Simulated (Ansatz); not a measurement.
# C8H16HfN2O: one species, many methods

An exercise on one series of results from a longer session: the logs are not shown, and one member is left open.

Computed with Ansatz 0.2.0, Gaussian basis. Level: functionals in def2-TZVPP, the program's frozen cores in correlated methods.

Levels to be run: LDA (SPW92), PBE-D4, revPBE-D4, BLYP-D4, r2SCAN-D4, B97M-V, PBE0-D4, B3LYP-D4, r2SCANh-D4, r2SCAN0-D4, HSE06-D4, BHLYP-D4, CAM-B3LYP-D4, LC-ωPBE, ωB97X-V, ωB97M-V, B2PLYP, PBE-QIDH; CCSD(T)/def2-SVP; CCSD(T)/def2-TZVPP; MP2/def2-QZVPP; extrapolation to the limit; RPA on PBE.

### Structure used throughout

All runs share one geometry, relaxed beforehand with PBE0-D4 in a triple-zeta def2 set. Hf takes the def2 core potential; no spin-orbit term is included.

SMILES `C[O][Hf]1234([NH2])([N](C)C)[C@H]5[C@@H]1[C@@H]2[C@@H]3[C@H]54`, 28 atoms, charge 0, spin multiplicity 1.

Atoms are counted from 1 here; the program's logs count them from 0.

Bond lengths: C1–O2 1.382 Å, C1–H13 1.097 Å, C1–H14 1.097 Å, C1–H15 1.098 Å, O2–Hf3 1.932 Å, Hf3–N4 2.058 Å, Hf3–N5 2.052 Å, Hf3–C8 2.517 Å, Hf3–C9 2.519 Å, Hf3–C10 2.550 Å, Hf3–C11 2.578 Å, Hf3–C12 2.568 Å, N4–H16 1.007 Å, N4–H17 1.011 Å, N5–C6 1.440 Å, N5–C7 1.440 Å, C6–H18 1.101 Å, C6–H19 1.103 Å and more. Angles: O2–C1–H13 110.6°, O2–C1–H14 111.0°, O2–C1–H15 111.4°, H13–C1–H14 107.9°, H13–C1–H15 107.8°, H14–C1–H15 108.0°, C1–O2–Hf3 162.6°, O2–Hf3–N4 110.2°, O2–Hf3–N5 101.0°, O2–Hf3–C8 96.5°, O2–Hf3–C9 128.4°, O2–Hf3–C10 141.6°, O2–Hf3–C11 112.7°, O2–Hf3–C12 88.7°, N4–Hf3–N5 101.9°, N4–Hf3–C8 136.4°, N4–Hf3–C9 116.0°, N4–Hf3–C10 85.9° and more.

The first run:

Contents of in.yaml:

```yaml
crystal:
  periodic: [false, false, false]
  atoms:
    - {symbol: C, position_ang: [-1.370994, -1.507772, -2.699808]}
    - {symbol: O, position_ang: [-1.060913, -0.848613, -1.524823]}
    - {symbol: Hf, position_ang: [-0.254430, -0.376225, 0.166408]}
    - {symbol: N, position_ang: [-1.394001, -1.094602, 1.722813]}
    - {symbol: N, position_ang: [-0.652514, 1.635030, 0.242608]}
    - {symbol: C, position_ang: [-0.495558, 2.387208, 1.460803]}
    - {symbol: C, position_ang: [-0.926574, 2.487401, -0.884802]}
    - {symbol: C, position_ang: [2.137341, -0.584029, -0.589344]}
    - {symbol: C, position_ang: [2.176919, 0.038854, 0.680014]}
    - {symbol: C, position_ang: [1.759326, -0.906599, 1.637831]}
    - {symbol: C, position_ang: [1.472466, -2.116204, 0.963245]}
    - {symbol: C, position_ang: [1.715853, -1.919330, -0.408635]}
    - {symbol: H, position_ang: [-1.721126, -0.798591, -3.459459]}
    - {symbol: H, position_ang: [-2.164451, -2.247217, -2.538237]}
    - {symbol: H, position_ang: [-0.496515, -2.032264, -3.107432]}
    - {symbol: H, position_ang: [-1.171379, -1.792018, 2.414917]}
    - {symbol: H, position_ang: [-2.363090, -0.828125, 1.834364]}
    - {symbol: H, position_ang: [-1.393831, 2.983717, 1.683556]}
    - {symbol: H, position_ang: [0.353206, 3.089270, 1.412987]}
    - {symbol: H, position_ang: [-0.333045, 1.720628, 2.312854]}
    - {symbol: H, position_ang: [-1.068095, 1.895334, -1.791759]}
    - {symbol: H, position_ang: [-1.841585, 3.079313, -0.727175]}
    - {symbol: H, position_ang: [-0.110995, 3.204827, -1.072364]}
    - {symbol: H, position_ang: [2.388399, -0.118860, -1.532121]}
    - {symbol: H, position_ang: [2.461271, 1.062252, 0.875855]}
    - {symbol: H, position_ang: [1.662745, -0.734690, 2.699733]}
    - {symbol: H, position_ang: [1.118663, -3.028958, 1.419724]}
    - {symbol: H, position_ang: [1.572929, -2.649757, -1.191753]}
basis:
  gaussian: {orbitals: def2-TZVPP}
hamiltonian: {xc: lda}
output: {orbitals: {seedname: orbitals}}
```

Started as:

```bash
ansatz run in.yaml --threads 11 --pin off --events-out ev --progress --plain --max-ram 174080MiB --backend cuda --devices 0, --max-vram 75GiB
```

Steps of the session up to this table: LDA; PBE-D4 (GGA); revPBE-D4 (GGA); BLYP-D4 (GGA); r2SCAN-D4 (meta-GGA); B97M-V (meta-GGA); PBE0-D4 (hybrid); B3LYP-D4 (hybrid); r2SCANh-D4 (hybrid); r2SCAN0-D4 (hybrid); HSE06-D4 (hybrid); BHLYP-D4 (hybrid); CAM-B3LYP-D4 (range-separated); LC-ωPBE (range-separated); ωB97X-V (range-separated); ωB97M-V (range-separated); B2PLYP (double hybrid); PBE-QIDH (double hybrid).

One of the session's tables, all rows but one given; the rest of the session is left out.

It belongs to the step «Orbital energies across the functionals». 

| functional | HOMO (eV) | gap (eV) |
| --- | --- | --- |
| LDA (SPW92) | -4.67 | 3.64 |
| PBE-D4 | -4.52 | 3.75 |
| revPBE-D4 | -4.45 | 3.80 |
| BLYP-D4 | -4.40 | 3.78 |
| r2SCAN-D4 | -4.72 | 4.15 |
| B97M-V | -4.83 | 4.23 |
| PBE0-D4 | -5.70 | 5.83 |
| B3LYP-D4 | -5.51 | 5.43 |
| r2SCANh-D4 | -5.17 | 4.93 |
| r2SCAN0-D4 | ? | ? |
| HSE06-D4 | -5.30 | 5.06 |
| BHLYP-D4 | -6.82 | 7.74 |
| CAM-B3LYP-D4 | -7.01 | 8.07 |
| LC-ωPBE | -8.29 | 10.46 |
| ωB97X-V | -7.98 | 9.94 |
| ωB97M-V | -7.91 | 9.35 |

**Question.** Estimate the row for r2SCAN0-D4.

Worked estimate for «HOMO (eV)». Against the share of exact exchange, r2SCAN-D4 (0, -4.72), r2SCANh-D4 (0.1, -5.17) give a slope of -4.50 per unit share; at 0.25 the line stands at -5.84.

As computed: HOMO (eV): -5.85; gap (eV): 6.09. In «HOMO (eV)» the line misses by +0.01.
